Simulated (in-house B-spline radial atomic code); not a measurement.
# Excited states and polarisability of Cs⁹⁺ by several methods

An exercise on one series of results from a longer session: the logs are not shown, and one member is left open.

The numbers are computed with in-house B-spline radial atomic code version 1 (linear response of a closed shell, each method with its own adiabatic kernel; spin-free one-electron X2C, finite nucleus; B-spline basis; no spin-orbit coupling, no double excitations; only terms of natural parity, (−1)^L, with L up to 3 are computed), except any that are marked as measured or tabulated.

### Starting point

- element: caesium (Z = 55)
- charge: +9
- configuration: [Kr] 4d10
- runs: TDHF; BSE on G0W0@HF; LDA (VWN5); PBE; PBE0; B3LYP; CAM-B3LYP; LC-ωPBE; ωB97X; HSE06; BHandHLYP; BLYP; PBEsol; BP86; exchange-only LDA; B97-1; RPBE; OLYP

The outer shells:

Cs⁹⁺
```
[Kr] core
4d [↑↓][↑↓][↑↓][↑↓][↑↓]
```

Set-up of the first run:

Settings, as recorded:

```ini
Z = 55
electrons = 46.0
configuration = [Kr] 4d10
hamiltonian = x2c
method = hf
box_radius = 10.59
rms_radius = 4.8041
intervals = 69
```

Command:

```
$ python run_td.py task.json out
```

The settings of every run stand in task.json; they run in order.

Steps of the session up to this table: TDHF.

One of the session's tables, all rows but one given; the rest of the session is left out.

It belongs to the step «TDHF». The states in eV; those that feel the box are left out:

```
   state  full (eV)  Tamm-Dancoff (eV)
4d→5s ³D     67.986             68.021
4d→5s ¹D     69.141             69.157
4d→5p ³P     85.452             85.500
4d→5p ³F     86.543             86.578
4d→5p ¹F     87.334             87.345
4d→5p ¹P     88.083             88.170
4d→4f ³P     89.158             89.223
4d→4f ³F     93.383             93.498
4d→4f ¹F     97.256             97.312
4d→5d ³S     111.69             111.76
4d→5d ³D          ?                  ?
4d→5d ¹D     115.15             115.17
4d→4f ¹P     113.41             116.45
4d→5d ¹S     120.78             121.45
```

Estimate the missing values for 4d→5d ³D.

The run gave: full (eV): 114.26; Tamm-Dancoff (eV): 114.29. In the column «full (eV)» it lies between 4d→4f ¹P (113.41) and 4d→5d ¹D (115.15).
